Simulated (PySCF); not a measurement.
# C7H13N: a look at the electrons

For C7H13N, the scripts below analyse its density (charges, bond critical points, surface potential), see where an electron leaves and enters and compute its lowest excited states.

Computed with PySCF 2.14.0. Level: levels as typed in each script, gas phase, geometry from GFN2-xTB.

**1. The starting structure**

SMILES `C=C1CCCN(C)C1`, 21 atoms, charge 0, spin multiplicity 1.

Bond lengths: C1–C2 1.322 Å, C1–H9 1.077 Å, C1–H10 1.077 Å, C2–C3 1.499 Å, C2–C8 1.502 Å, C3–C4 1.529 Å, C3–H11 1.091 Å, C3–H12 1.095 Å, C4–C5 1.524 Å, C4–H13 1.091 Å, C4–H14 1.091 Å, C5–N6 1.450 Å, C5–H15 1.093 Å, C5–H16 1.108 Å, N6–C7 1.444 Å, N6–C8 1.455 Å, C7–H17 1.089 Å, C7–H18 1.089 Å and more. Angles: C2–C1–H9 122.0°, C2–C1–H10 121.7°, H9–C1–H10 116.3°, C1–C2–C3 123.6°, C1–C2–C8 122.9°, C3–C2–C8 113.6°, C2–C3–C4 108.6°, C2–C3–H11 110.8°, C2–C3–H12 109.3°, C4–C3–H11 110.8°, C4–C3–H12 109.1°, H11–C3–H12 108.2°, C3–C4–C5 109.9°, C3–C4–H13 110.5°, C3–C4–H14 109.2°, C5–C4–H13 109.8°, C5–C4–H14 108.7°, H13–C4–H14 108.7° and more.

As a file:

```mol
C7H13N
  3D, bonds by distance, orders not assigned

 21 21  0  0  0  0  0  0  0  0999 V2000
   -2.2408    1.2680    0.3534 C   0  0
   -1.2687    0.5055   -0.1157 C   0  0
   -1.4224   -0.9613   -0.3862 C   0  0
   -0.3077   -1.7108    0.3434 C   0  0
    1.0487   -1.1402   -0.0547 C   0  0
    1.1179    0.2639    0.3008 N   0  0
    2.4384    0.8105    0.0919 C   0  0
    0.1074    1.0299   -0.4131 C   0  0
   -2.0991    2.3174    0.5495 H   0  0
   -3.2232    0.8740    0.5533 H   0  0
   -2.4023   -1.3145   -0.0629 H   0  0
   -1.3311   -1.1416   -1.4622 H   0  0
   -0.3451   -2.7756    0.1065 H   0  0
   -0.4374   -1.5877    1.4195 H   0  0
    1.8431   -1.6656    0.4824 H   0  0
    1.2118   -1.2933   -1.1397 H   0  0
    3.1563    0.2447    0.6845 H   0  0
    2.4530    1.8472    0.4259 H   0  0
    2.7536    0.7785   -0.9648 H   0  0
    0.2777    0.9846   -1.5090 H   0  0
    0.1873    2.0743   -0.1023 H   0  0
  1  2  8  0
  2  3  8  0
  3  4  8  0
  4  5  8  0
  5  6  8  0
  6  7  8  0
  6  8  8  0
  1  9  8  0
  1 10  8  0
  3 11  8  0
  3 12  8  0
  4 13  8  0
  4 14  8  0
  5 15  8  0
  5 16  8  0
  7 17  8  0
  7 18  8  0
  7 19  8  0
  8 20  8  0
  8 21  8  0
  2  8  8  0
M  END
```

**2. Density, bond paths and surface potential (PBE0/def2-svp)**

input.py reads:

```python
import numpy as np
from pyscf import gto, scf, dft
from pyscf.scf import atom_ks, atom_hf
from scipy.linalg import block_diag

def solve(mol, dm0=None, hcore=None):
    mf = (dft.UKS if mol.spin else dft.RKS)(mol, xc='pbe0')
    mf.grids.level = 3
    mf = mf.density_fit(auxbasis='def2-universal-jkfit')
    mf.conv_tol, mf.max_cycle = 1e-8, 80
    if hcore is not None:
        mf.get_hcore = lambda *args: hcore
    mf.kernel(dm0)
    if not mf.converged:
        mf = mf.newton().run(mf.mo_coeff, mf.mo_occ, max_cycle=30)
    assert mf.converged, 'SCF not converged'
    return mf

mol = gto.M(atom='''
C     -2.24076     1.26804     0.35345
C     -1.26865     0.50549    -0.11572
C     -1.42237    -0.96128    -0.38622
C     -0.30767    -1.71079     0.34340
C      1.04865    -1.14019    -0.05471
N      1.11791     0.26392     0.30075
C      2.43844     0.81050     0.09187
C      0.10741     1.02989    -0.41307
H     -2.09911     2.31741     0.54947
H     -3.22323     0.87398     0.55329
H     -2.40229    -1.31452    -0.06292
H     -1.33113    -1.14160    -1.46220
H     -0.34511    -2.77558     0.10652
H     -0.43740    -1.58765     1.41952
H      1.84305    -1.66557     0.48242
H      1.21176    -1.29326    -1.13966
H      3.15628     0.24474     0.68452
H      2.45303     1.84724     0.42587
H      2.75356     0.77851    -0.96477
H      0.27766     0.98463    -1.50898
H      0.18730     2.07426    -0.10233
''', basis='def2-svp', charge=0, spin=0, verbose=4)
mf = solve(mol)
mf.analyze()
# spherically averaged free atoms, for the promolecule
atm = atom_ks.get_atm_nrks(mol, xc='pbe0')
pro = block_diag(*[(atm[a[0]][2] * atm[a[0]][3]) @ atm[a[0]][2].T for a in mol._atom])
np.savez('result.npz', e=mf.e_tot, c=mf.mo_coeff, occ=mf.mo_occ, eps=mf.mo_energy, pro=pro, dip=mf.dip_moment(verbose=0), s2=mf.spin_square()[0])
```

On the command line:

```sh
OMP_NUM_THREADS=1 python input.py
```

**4. Removing and adding an electron (PBE0/6-31+g*)**

input.py reads:

```python
import numpy as np
from pyscf import gto, scf, dft
from pyscf.scf import atom_ks, atom_hf
from scipy.linalg import block_diag

def solve(mol, dm0=None, hcore=None):
    mf = (dft.UKS if mol.spin else dft.RKS)(mol, xc='pbe0')
    mf.grids.level = 3
    mf = mf.density_fit(auxbasis='def2-universal-jkfit')
    mf.conv_tol, mf.max_cycle = 1e-8, 80
    if hcore is not None:
        mf.get_hcore = lambda *args: hcore
    mf.kernel(dm0)
    if not mf.converged:
        mf = mf.newton().run(mf.mo_coeff, mf.mo_occ, max_cycle=30)
    assert mf.converged, 'SCF not converged'
    return mf

mol = gto.M(atom='''
C     -2.24076     1.26804     0.35345
C     -1.26865     0.50549    -0.11572
C     -1.42237    -0.96128    -0.38622
C     -0.30767    -1.71079     0.34340
C      1.04865    -1.14019    -0.05471
N      1.11791     0.26392     0.30075
C      2.43844     0.81050     0.09187
C      0.10741     1.02989    -0.41307
H     -2.09911     2.31741     0.54947
H     -3.22323     0.87398     0.55329
H     -2.40229    -1.31452    -0.06292
H     -1.33113    -1.14160    -1.46220
H     -0.34511    -2.77558     0.10652
H     -0.43740    -1.58765     1.41952
H      1.84305    -1.66557     0.48242
H      1.21176    -1.29326    -1.13966
H      3.15628     0.24474     0.68452
H      2.45303     1.84724     0.42587
H      2.75356     0.77851    -0.96477
H      0.27766     0.98463    -1.50898
H      0.18730     2.07426    -0.10233
''', basis='6-31+g*', charge=0, spin=0, verbose=4)
mf = solve(mol)
out = dict(e0=mf.e_tot, dm0=mf.make_rdm1(), c=mf.mo_coeff, occ=mf.mo_occ, eps=mf.mo_energy)
for name, dq, spin in [('cation', 1, 1), ('anion', -1, 1)]:
    ion = mol.copy().set(charge=mol.charge + dq, spin=spin).build()
    mi = solve(ion)
    if spin and dq > 0 and mol.nao < 130:
        c, _, stable, _ = mi.stability(return_status=True)
        if not stable:
            mi = solve(ion, mi.make_rdm1(c, mi.mo_occ))
    print(name, 'vertical energy change / eV', (mi.e_tot - mf.e_tot) * 27.211386)
    out.update({'e_' + name: mi.e_tot, 'dm_' + name: mi.make_rdm1(), 's2_' + name: mi.spin_square()[0], 'eps_' + name: mi.mo_energy, 'occ_' + name: mi.mo_occ})
# spherically averaged free atoms, for the promolecule
atm = atom_ks.get_atm_nrks(mol, xc='pbe0')
pro = block_diag(*[(atm[a[0]][2] * atm[a[0]][3]) @ atm[a[0]][2].T for a in mol._atom])
np.savez('result.npz', pro=pro, **out)
```

**6. Excited states (PBE0/6-31g*)**

input.py reads:

```python
import numpy as np
from pyscf import gto, scf, dft, tdscf
from pyscf.scf import atom_ks, atom_hf
from scipy.linalg import block_diag

def solve(mol, dm0=None, hcore=None):
    mf = (dft.UKS if mol.spin else dft.RKS)(mol, xc='pbe0')
    mf.grids.level = 3
    mf = mf.density_fit(auxbasis='def2-universal-jkfit')
    mf.conv_tol, mf.max_cycle = 1e-8, 80
    if hcore is not None:
        mf.get_hcore = lambda *args: hcore
    mf.kernel(dm0)
    if not mf.converged:
        mf = mf.newton().run(mf.mo_coeff, mf.mo_occ, max_cycle=30)
    assert mf.converged, 'SCF not converged'
    return mf

mol = gto.M(atom='''
C     -2.24076     1.26804     0.35345
C     -1.26865     0.50549    -0.11572
C     -1.42237    -0.96128    -0.38622
C     -0.30767    -1.71079     0.34340
C      1.04865    -1.14019    -0.05471
N      1.11791     0.26392     0.30075
C      2.43844     0.81050     0.09187
C      0.10741     1.02989    -0.41307
H     -2.09911     2.31741     0.54947
H     -3.22323     0.87398     0.55329
H     -2.40229    -1.31452    -0.06292
H     -1.33113    -1.14160    -1.46220
H     -0.34511    -2.77558     0.10652
H     -0.43740    -1.58765     1.41952
H      1.84305    -1.66557     0.48242
H      1.21176    -1.29326    -1.13966
H      3.15628     0.24474     0.68452
H      2.45303     1.84724     0.42587
H      2.75356     0.77851    -0.96477
H      0.27766     0.98463    -1.50898
H      0.18730     2.07426    -0.10233
''', basis='6-31g*', charge=0, spin=0, verbose=4)
mf = solve(mol)
td = mf.TDA()
td.nstates, td.singlet, td.conv_tol = 5, True, 1e-5
td.kernel()
td.analyze()
x, y = np.array([p[0] for p in td.xy]), np.array([p[1] + 0 * p[0] for p in td.xy])
f, mu = td.oscillator_strength(), td.transition_dipole()
nto = [td.get_nto(state=i + 1, verbose=4) for i in range(len(td.e))]
# spherically averaged free atoms, for the promolecule
atm = atom_ks.get_atm_nrks(mol, xc='pbe0')
pro = block_diag(*[(atm[a[0]][2] * atm[a[0]][3]) @ atm[a[0]][2].T for a in mol._atom])
np.savez('result.npz', e=td.e, f=f, ok=td.converged, w=[n[0] for n in nto], nto=[n[1] for n in nto], x=x, y=y, c=mf.mo_coeff, occ=mf.mo_occ, eps=mf.mo_energy, pro=pro, mu=mu)
```

(Steps that only read results are left out.)

**Question.** What will these runs give? Wanted: dipole moment; HOMO, LUMO; vertical ionisation energy; lowest singlet excitation.

**Answer**, as computed:

| quantity | value |
| --- | --- |
| dipole moment (PBE0/def2-svp) | 0.80 D |
| HOMO, LUMO (PBE0/def2-svp) | -6.12, 0.66 eV |
| vertical ionisation energy (PBE0/6-31+g*) | 8.11 eV |
| lowest singlet excitation (PBE0/6-31g*) | 5.74 eV |

At PBE0/def2-svp: The highest Hirshfeld charge is on H18 (+0.04 e), the lowest on C1 (−0.12 e). The ionisation energy from two SCF runs, 8.11 eV, lies 1.9 eV above −ε(HOMO) = 6.22 eV of the same level, PBE0/6-31+g*, since self-interaction lifts this functional's HOMO. All values hold at the given geometry, in the gas phase.
